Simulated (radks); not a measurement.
**Polarisabilities and dispersion coefficients of Li, Be⁺, B²⁺ and others**

Aim: static dipole polarisabilities and C6 coefficients, each species in its NIST ground configuration. After each ground state the linear response is solved; its values go to the run's result record, not to the log. Response by self-consistent Sternheimer equations with the Hartree and adiabatic LDA kernel, the relativistic mass of each level held fixed and spin-orbit coupling left out.

The numbers are computed with radks (a radial shooting solver on a logarithmic mesh, Libxc functionals) version 1 (scalar-relativistic Kohn-Sham, LDA (Slater exchange, Perdew-Wang correlation), spin-polarised, spherical densities, finite nucleus; open shells are filled with parallel spins first), except any that are marked as measured or tabulated.

### Step 1. What is computed

- species: Li ([He] 2s1), Be⁺ ([He] 2s1), B²⁺ ([He] 2s1), C³⁺ ([He] 2s1), N⁴⁺ ([He] 2s1), O⁵⁺ ([He] 2s1), F⁶⁺ ([He] 2s1), Ne⁷⁺ ([He] 2s1)

### Step 2. Li, [He] 2s1

Input:

```text
Z 3
configuration [He] 2s1
relativity scalar-relativistic
functional lda,pw
spin polarised
nucleus finite rms 2.444 fm
c 137.035999084
response adiabatic LDA kernel
```

### Step 3. Be⁺, [He] 2s1

Input:

```text
Z 4
configuration [He] 2s1
relativity scalar-relativistic
functional lda,pw
spin polarised
nucleus finite rms 2.519 fm
c 137.035999084
response adiabatic LDA kernel
```

### Step 4. B²⁺, [He] 2s1

Input:

```text
Z 5
configuration [He] 2s1
relativity scalar-relativistic
functional lda,pw
spin polarised
nucleus finite rms 2.406 fm
c 137.035999084
response adiabatic LDA kernel
```

### Step 5. C³⁺, [He] 2s1

Input:

```text
Z 6
configuration [He] 2s1
relativity scalar-relativistic
functional lda,pw
spin polarised
nucleus finite rms 2.4702 fm
c 137.035999084
response adiabatic LDA kernel
```

### Step 6. N⁴⁺, [He] 2s1

Input:

```text
Z 7
configuration [He] 2s1
relativity scalar-relativistic
functional lda,pw
spin polarised
nucleus finite rms 2.5582 fm
c 137.035999084
response adiabatic LDA kernel
```

### Step 7. O⁵⁺, [He] 2s1

Input:

```text
Z 8
configuration [He] 2s1
relativity scalar-relativistic
functional lda,pw
spin polarised
nucleus finite rms 2.6991 fm
c 137.035999084
response adiabatic LDA kernel
```

### Step 8. F⁶⁺, [He] 2s1

Input:

```text
Z 9
configuration [He] 2s1
relativity scalar-relativistic
functional lda,pw
spin polarised
nucleus finite rms 2.8976 fm
c 137.035999084
response adiabatic LDA kernel
```

### Step 9. Ne⁷⁺, [He] 2s1

Input:

```text
Z 10
configuration [He] 2s1
relativity scalar-relativistic
functional lda,pw
spin polarised
nucleus finite rms 3.0055 fm
c 137.035999084
response adiabatic LDA kernel
```

What does the calculation give? Wanted: for each run, species; −ε(HOMO); α; α uncoupled; C6; C8; recommended α.

As calculated:

```
species  −ε(HOMO) (eV)  α (bohr³)  α uncoupled (bohr³)  C6 (hartree bohr⁶)  C8 (hartree bohr⁸)  recommended α (bohr³)
     Li          3.165      143.6                165.5                1142               89167                164.113
    Be⁺         14.301      21.20                25.02               55.63                1154                      -
    B²⁺         32.369      6.802                8.043               8.835               79.46                      -
    C³⁺         57.284      2.999                3.540               2.307               11.10                      -
    N⁴⁺         89.028      1.577                1.857              0.7984               2.317                      -
    O⁵⁺         127.60     0.9282                1.090              0.3316              0.6288                      -
    F⁶⁺         173.01     0.5909               0.6925              0.1566              0.2054                      -
   Ne⁷⁺         225.26     0.3985               0.4660             0.08131             0.07710                      -
```

In words: Uncoupled leaves out the potential induced by the response; C6 and C8 are for like pairs. Li is the most polarisable and Ne⁷⁺ the least, a factor 360 apart. For the pair Li–Ne⁷⁺ the Casimir-Polder integral gives C6 = 5.819, the rule 2·Ca·Cb/(Ca·αb/αa + Cb·αa/αb) on the like-pair values 5.719. Against the recommended values (Schwerdtfeger and Nagle, 2023 table) the misses are Li -12 %. C8 is given only where no p, d or f shell is open.
